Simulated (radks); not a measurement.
# Br⁺ in [Ar] 3d10 4s2 4p3.75 5s0.25: an all-electron calculation

The task here is to estimate one member of a computed series from the others.

Program: radks (a radial shooting solver on a logarithmic mesh, Libxc functionals) version 1. Level of theory: Dirac Kohn-Sham, LDA (Slater exchange, Perdew-Zunger correlation), spin-unpolarised, spherical densities, point nucleus; open shells fill j = l - 1/2 first. These are calculated values, not measurements, unless marked.

### The atom as given

```
element       : bromine (Z = 35)
charge        : +1
electrons     : 34
configuration : [Ar] 3d10 4s2 4p3.75 5s0.25
```

Set-up of the first run:

Settings of this run:

```text
Z 35
configuration [Ar] 3d10 4s2 4p3.75 5s0.25
relativity Dirac
functional lda,pz
spin unpolarised
j_filling energy
nucleus point
c 137.035999084
```

One of the session's tables, all rows but one given; the rest of the session is left out.

It belongs to the step «Radial structure». Sizes of the orbitals, from the radial functions (bohr):

```
level      <r>  outermost maximum (interpolated)  90 % within  nodes
1s1/2  0.04280                            0.0279       0.0765      0
2s1/2        ?                                 ?            ?      ?
2p1/2   0.1629                             0.125        0.267      0
2p3/2   0.1668                             0.128        0.272      0
3s1/2   0.5524                             0.485        0.823      2
3p1/2   0.5576                             0.475        0.853      1
3p3/2   0.5682                             0.484        0.869      1
3d3/2   0.5877                             0.428        0.970      0
3d5/2   0.5918                             0.431        0.976      0
4s1/2    1.622                              1.40         2.40      3
4p1/2    1.915                              1.59         2.90      2
4p3/2    1.952                              1.62         2.96      2
5s1/2    4.601                              4.06         6.71      4
```

Estimate the missing values for 2s1/2.

The run gave: <r>: 0.1896; outermost maximum (interpolated): 0.160; 90 % within: 0.293; nodes: 1. In the column «<r>» it lies between 2p3/2 (0.1668) and 3s1/2 (0.5524).
